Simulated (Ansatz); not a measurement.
# CH8GaN: the cost of one run

Program: Ansatz 0.2.0. Level of theory: RKS PBE-D4/def2-SVP. These are calculated values, not measurements.

## Step 1: The system as given

Bond lengths: Ga1–H3 1.570 Å, Ga1–H4 1.570 Å, Ga1–N5 2.230 Å, N5–H6 1.060 Å, N5–C7 1.470 Å, C7–H8 1.110 Å, C7–H9 1.110 Å, C7–H10 1.110 Å. Angles: H3–Ga1–H4 120.0°, H3–Ga1–N5 97.0°, H4–Ga1–N5 101.2°, Ga1–N5–H6 120.0°, Ga1–N5–C7 120.0°, H6–N5–C7 120.0°, N5–C7–H8 109.5°, N5–C7–H9 109.5°, N5–C7–H10 109.5°, H8–C7–H9 109.4°, H8–C7–H10 109.4°, H9–C7–H10 109.4°.

Structure file:

```xyz
11

Ga    0.0000    0.0000    0.0000
H     0.0000    0.0000    1.9200
H     1.3596    0.0000   -0.7850
H    -1.3596    0.0000   -0.7850
N     0.0932   -2.1142    0.7032
H    -0.4251   -2.8722    0.1737
C     0.8735   -2.4567    1.9010
H     1.0136   -3.5567    1.9500
H     1.8649   -1.9598    1.8519
H     0.3321   -2.1124    2.8068
H     0.0454   -1.0306    1.8459
```

## Step 2: A restrained relaxation towards end A

Springs on the bonds that form and break draw the guess towards this end; the thresholds are loose.

Input file input.yaml:

```yaml
crystal:
  periodic: [false, false, false]
  atoms:
    - { symbol: Ga, position_ang: [0.0, 0.0, 0.0] }
    - { symbol: H, position_ang: [0.0, 0.0, 1.92] }
    - { symbol: H, position_ang: [1.3596, 0.0, -0.785] }
    - { symbol: H, position_ang: [-1.3596, 0.0, -0.785] }
    - { symbol: "N", position_ang: [0.0932, -2.1142, 0.7032] }
    - { symbol: H, position_ang: [-0.4251, -2.8722, 0.1737] }
    - { symbol: C, position_ang: [0.8735, -2.4567, 1.901] }
    - { symbol: H, position_ang: [1.0136, -3.5567, 1.95] }
    - { symbol: H, position_ang: [1.8649, -1.9598, 1.8519] }
    - { symbol: H, position_ang: [0.3321, -2.1124, 2.8068] }
    - { symbol: H, position_ang: [0.0454, -1.0306, 1.8459] }
basis:
  gaussian: { orbitals: def2-SVP }
hamiltonian:
  xc: pbe
  dispersion: d4
relax:
  f_tol: 0.15
  max_steps: 25
  restrain:
    - { distance: [0, 4], at: 3.13, k: 30.0 }
    - { distance: [10, 1], at: 1.86, k: 30.0 }
    - { distance: [0, 1], at: 1.57, k: 30.0 }
    - { distance: [10, 4], at: 1.06, k: 30.0 }
```

Launch:

```bash
$ ansatz run input.yaml --threads 2 --pin off --max-ram 3072MiB --backend cpu --events-out ev --progress --plain --runs-dir out
```

What time and memory should one allow on 2 threads of AMD EPYC 9R45 (Zen 5), shared host?

About 8.2 s, with a peak of 0.16 GiB.
